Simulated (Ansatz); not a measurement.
# ClGeH5Si: a nudged elastic band, and a look at its input

A nudged elastic band is wanted. The input is run as typed. The step meant is a extrusion of a silylene or germylene at charge 0 and multiplicity 1, which changes Si1–Cl3, Si1–Ge2, Ge2–Cl3.

Program: Ansatz 0.2.0, Gaussian basis. Level of theory: PBE0-D4/def2-SVP. These are calculated values, not measurements.

### Step 1. The structure

| atom | x (Å) | y (Å) | z (Å) |
| --- | --- | --- | --- |
| Si1 | -0.3019 | 0.3559 | 1.1621 |
| Ge2 | 0.1960 | -0.1626 | -1.1184 |
| Cl3 | 1.2054 | -2.0808 | -1.1487 |
| H4 | -1.0509 | -0.3315 | -2.0014 |
| H5 | 1.1638 | 0.8305 | -1.7818 |
| H6 | -1.7711 | 0.5004 | 1.3299 |
| H7 | 0.3594 | 1.6325 | 1.5373 |
| H8 | 0.1993 | -0.7445 | 2.0211 |

### Step 2. The run

File run/in.yaml:

```yaml
crystal:
  periodic: [false, false, false]
  atoms:
    - {symbol: Si, position_ang: [-0.301887, 0.355929, 1.162052]}
    - {symbol: Ge, position_ang: [0.196004, -0.162598, -1.118356]}
    - {symbol: Cl, position_ang: [1.205391, -2.080778, -1.148695]}
    - {symbol: H, position_ang: [-1.050895, -0.331508, -2.001416]}
    - {symbol: H, position_ang: [1.163838, 0.830482, -1.781829]}
    - {symbol: H, position_ang: [-1.771105, 0.500391, 1.329880]}
    - {symbol: H, position_ang: [0.359368, 1.632498, 1.537302]}
    - {symbol: H, position_ang: [0.199287, -0.744517, 2.021062]}
basis:
  gaussian: {orbitals: def2-SVP}
hamiltonian: {xc: pbe0, dispersion: d4}
neb:
  images: 5
  climbing: true
  max_iterations: 30
  initial_path: idpp
  final_atoms:
    - {symbol: Si, position_ang: [-0.099505, -0.096300, 1.499032]}
    - {symbol: Ge, position_ang: [-0.195991, 0.735424, -1.756707]}
    - {symbol: Cl, position_ang: [0.643439, -1.163771, -0.140989]}
    - {symbol: H, position_ang: [-0.832399, -0.412036, -2.651705]}
    - {symbol: H, position_ang: [1.211137, 0.631952, -2.485794]}
    - {symbol: H, position_ang: [-1.555534, 0.050185, 1.311270]}
    - {symbol: H, position_ang: [0.611973, 1.195059, 1.549769]}
```

Run with:

```console
> ansatz run in.yaml --threads 4 --pin off --events-out ev --progress --plain --max-ram 9574MiB
```

Before running it: what results should come out? Wanted: this run.

The runs gave:

| quantity | value |
| --- | --- |
| this run | refused |
| fault | end lacks an atom |

What this shows: The final structure lists one atom fewer than the first.
